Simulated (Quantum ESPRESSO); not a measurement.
# BF (Cc) in Quantum ESPRESSO: reference runs

Aim: a first look at BF with PBE, on the cell as given.

All numbers are computed with Quantum ESPRESSO 7.5; they aren't measurements. Logs are shortened: lines on timing, memory, paths and dates and some standing lists are left out, and cuts for length are marked.

## 1. The structure

The structure is monoclinic, space group Cc (No. 9). Conventional cell: a = 4.500 Å, b = 3.289 Å, c = 4.925 Å, α = 90.00°, β = 99.65°, γ = 90.00°. B (site symmetry 1) has 4 F at 1.83 to 1.94 Å as nearest neighbours. F (site symmetry 1) is surrounded by 4 B at 1.83 to 1.94 Å.

The cell was built by a generator and needn't be a form met in nature.

## 2. Single point, PBE

pw.in

```
&CONTROL
  calculation = 'scf'
  prefix = 'pwscf'
  outdir = './tmp'
  pseudo_dir = './pseudo'
  tprnfor = .true.
  tstress = .true.
  disk_io = 'nowf'
/
&SYSTEM
  ibrav = 0
  nat = 4
  ntyp = 2
  ecutwfc = 55
  ecutrho = 440
  nbnd = 16
  occupations = 'smearing'
  smearing = 'fd'
  degauss = 0.00367493
/
&ELECTRONS
  conv_thr = 8d-10
  electron_maxstep = 120
  mixing_beta = 0.5
/
ATOMIC_SPECIES
B     10.8100 b_pbe_v1.4.uspp.F.UPF
F     18.9984 f_pbe_v1.4.uspp.F.UPF
CELL_PARAMETERS angstrom
   2.2500886300   -1.6442973700    0.0000000000
   2.2500886300    1.6442973700    0.0000000000
  -0.8258475700    0.0000000000    4.8553856600
ATOMIC_POSITIONS crystal
B      0.0032000000    0.4968000100    0.0000000000
B      0.4968000100    0.0032000000    0.5000000000
F      0.5713999900    0.4056000100    0.2536999900
F      0.4056000100    0.5713999900    0.7536999900
K_POINTS automatic
10 10 6 0 0 0
```

Potentials or basis: SSSP 1.3 efficiency PBE.

On the command line:

```bash
OMP_NUM_THREADS=1 pw.x -in pw.in > pw.out
```

pw.out:

```text
This program is part of the open-source Quantum ESPRESSO suite
     for quantum simulation of materials; please cite
         "P. Giannozzi et al., J. Phys.:Condens. Matter 21 395502 (2009);
         "P. Giannozzi et al., J. Phys.:Condens. Matter 29 465901 (2017);
         "P. Giannozzi et al., J. Chem. Phys. 152 154105 (2020);
     in publications or presentations arising from this work. More details at

     Message from routine setup:
     using ibrav=0 with symmetry is DISCOURAGED, use correct ibrav instead

     G-vector sticks info
     --------------------
     sticks:   dense  smooth     PW     G-vecs:    dense   smooth      PW
     Sum         929     463    147                37845    13367    2395

     Using Slab Decomposition

     bravais-lattice index     =            0
     lattice parameter (alat)  =       5.2664  a.u.
     unit-cell volume          =     242.4545 (a.u.)^3
     number of atoms/cell      =            4
     number of atomic types    =            2
     number of electrons       =        20.00
     number of Kohn-Sham states=           16
     kinetic-energy cutoff     =      55.0000  Ry
     charge density cutoff     =     440.0000  Ry
     scf convergence threshold =      8.0E-10
     mixing beta               =       0.5000
     number of iterations used =            8  plain     mixing
     Exchange-correlation=  SLA  PW   PBX  PBC
                           (   1   4   3   4   0   0   0)

     celldm(1)=   5.266410  celldm(2)=   0.000000  celldm(3)=   0.000000
     celldm(4)=   0.000000  celldm(5)=   0.000000  celldm(6)=   0.000000

     crystal axes: (cart. coord. in units of alat)
               a(1) = (   0.807391  -0.590017   0.000000 )
               a(2) = (   0.807391   0.590017   0.000000 )
               a(3) = (  -0.296336   0.000000   1.742240 )

     reciprocal axes: (cart. coord. in units 2 pi/alat)
               b(1) = (  0.619279 -0.847433  0.105332 )
               b(2) = (  0.619279  0.847433  0.105332 )
               b(3) = ( -0.000000  0.000000  0.573974 )

     PseudoPot. # 1 for B  read from file:
     b_pbe_v1.4.uspp.F.UPF
     Pseudo is Ultrasoft + core correction, Zval =  3.0
     Generated by new atomic code, or converted to UPF format
     Using radial grid of  781 points,  4 beta functions with:
                l(1) =   0
                l(2) =   0
                l(3) =   1
                l(4) =   1
     Q(r) pseudized with  8 coefficients,  rinner =    1.100   1.100   1.100

     PseudoPot. # 2 for F  read from file:
     f_pbe_v1.4.uspp.F.UPF
     Pseudo is Ultrasoft, Zval =  7.0
     Generated by new atomic code, or converted to UPF format
     Using radial grid of  799 points,  4 beta functions with:
                l(1) =   0
                l(2) =   0
                l(3) =   1
                l(4) =   1
     Q(r) pseudized with  8 coefficients,  rinner =    0.950   0.950   0.950

     atomic species   valence    mass     pseudopotential
     B                 3.00    10.81000     B ( 1.00)
     F                 7.00    18.99840     F ( 1.00)

      2 Sym. Ops. (no inversion) found ( 1 have fractional translation)

   Cartesian axes

     site n.     atom                  positions (alat units)
         1        B      tau(   1) = (   0.4036954   0.2912324   0.0000000  )
         2        B      tau(   2) = (   0.2555275  -0.2912324   0.8711199  )
         3        F      tau(   3) = (   0.7136404  -0.0978248   0.4420062  )
         4        F      tau(   4) = (   0.5654726   0.0978248   1.3131260  )

     number of k points=   172  Fermi-Dirac smearing, width (Ry)=  0.0037

     Number of k-points >= 100: set verbosity='high' to print them.

     Dense  grid:    37845 G-vectors     FFT dimensions: (  36,  36,  64)

     Smooth grid:    13367 G-vectors     FFT dimensions: (  25,  25,  48)

     Initial potential from superposition of free atoms

     starting charge      19.9994, renormalised to      20.0000
     Starting wfcs are   16 randomized atomic wfcs

     Self-consistent Calculation

     iteration #  1     ecut=    55.00 Ry     beta= 0.50
     Davidson diagonalization with overlap
     ethr =  1.00E-02,  avg # of iterations =  2.0

     Threshold (ethr) on eigenvalues was too large:
     Diagonalizing with lowered threshold

     Davidson diagonalization with overlap
     ethr =  6.49E-04,  avg # of iterations =  1.0

     total energy              =    -109.30906797 Ry
     estimated scf accuracy    <       0.12801290 Ry

     iteration #  2     ecut=    55.00 Ry     beta= 0.50
     Davidson diagonalization with overlap
     ethr =  6.40E-04,  avg # of iterations =  2.0

     total energy              =    -109.34085688 Ry
     estimated scf accuracy    <       0.06507187 Ry

     iteration #  3     ecut=    55.00 Ry     beta= 0.50
     Davidson diagonalization with overlap
     ethr =  3.25E-04,  avg # of iterations =  1.0

     total energy              =    -109.35305163 Ry
     estimated scf accuracy    <       0.00188093 Ry

     iteration #  4     ecut=    55.00 Ry     beta= 0.50
     Davidson diagonalization with overlap
     ethr =  9.40E-06,  avg # of iterations =  1.7

     total energy              =    -109.35326134 Ry
     estimated scf accuracy    <       0.00004290 Ry

     iteration #  5     ecut=    55.00 Ry     beta= 0.50
     Davidson diagonalization with overlap
     ethr =  2.14E-07,  avg # of iterations =  2.0

     total energy              =    -109.35327155 Ry
     estimated scf accuracy    <       0.00000483 Ry

     iteration #  6     ecut=    55.00 Ry     beta= 0.50
     Davidson diagonalization with overlap
     ethr =  2.42E-08,  avg # of iterations =  2.0

     total energy              =    -109.35327219 Ry
     estimated scf accuracy    <       0.00000014 Ry

     iteration #  7     ecut=    55.00 Ry     beta= 0.50
     Davidson diagonalization with overlap
     ethr =  6.93E-10,  avg # of iterations =  2.2

     total energy              =    -109.35327223 Ry
     estimated scf accuracy    <       0.00000001 Ry

     iteration #  8     ecut=    55.00 Ry     beta= 0.50
     Davidson diagonalization with overlap
     ethr =  6.75E-11,  avg # of iterations =  2.0

     End of self-consistent calculation

     Number of k-points >= 100: set verbosity='high' to print the bands.

     the Fermi energy is     7.5485 ev

!    total energy              =    -109.35327223 Ry
     estimated scf accuracy    <          2.8E-10 Ry
     smearing contrib. (-TS)   =      -0.00033539 Ry
     internal energy E=F+TS    =    -109.35293684 Ry

     The total energy is F=E-TS. E is the sum of the following terms:
     one-electron contribution =     -40.74800329 Ry
     hartree contribution      =      32.55992237 Ry
     xc contribution           =     -23.99206932 Ry
     ewald contribution        =     -77.17278659 Ry

     convergence has been achieved in   8 iterations

     Forces acting on atoms (cartesian axes, Ry/au):

     atom    1 type  1   force =     0.02165481   -0.00964132   -0.00567269
     atom    2 type  1   force =     0.02165481    0.00964132   -0.00567269
     atom    3 type  2   force =    -0.02165481    0.02796927    0.00567269
     atom    4 type  2   force =    -0.02165481   -0.02796927    0.00567269

     Total force =     0.061277     Total SCF correction =     0.000055

     Computing stress (Cartesian axis) and pressure

          total   stress  (Ry/bohr**3)                   (kbar)     P=      216.94
  -0.00025958   0.00000000  -0.00004872          -38.19        0.00       -7.17
   0.00000000   0.00175020  -0.00000000            0.00      257.46       -0.00
  -0.00004872  -0.00000000   0.00293347           -7.17       -0.00      431.53

=------------------------------------------------------------------------------=
   JOB DONE.
=------------------------------------------------------------------------------=
```

It took 42 s on 1 thread of Intel Xeon Platinum 8259CL at 2.50GHz (Skylake/Cascade Lake), shared host; peak memory 0.14 GiB.

Results:

- Free energy: -1487.8271 eV
- Pressure: 21.7 GPa
- Largest force: 0.921 eV/Å
- Band gap on the k mesh: none (metal or under the smearing width)

Forces on the atoms (eV/Å):
```
B    0.557 -0.248 -0.146
B    0.557  0.248 -0.146
F   -0.557  0.719  0.146
F   -0.557 -0.719  0.146
```

Caveat: so large a pressure means that the cell lies far from this level's equilibrium, or that cutoff or potentials fall short.
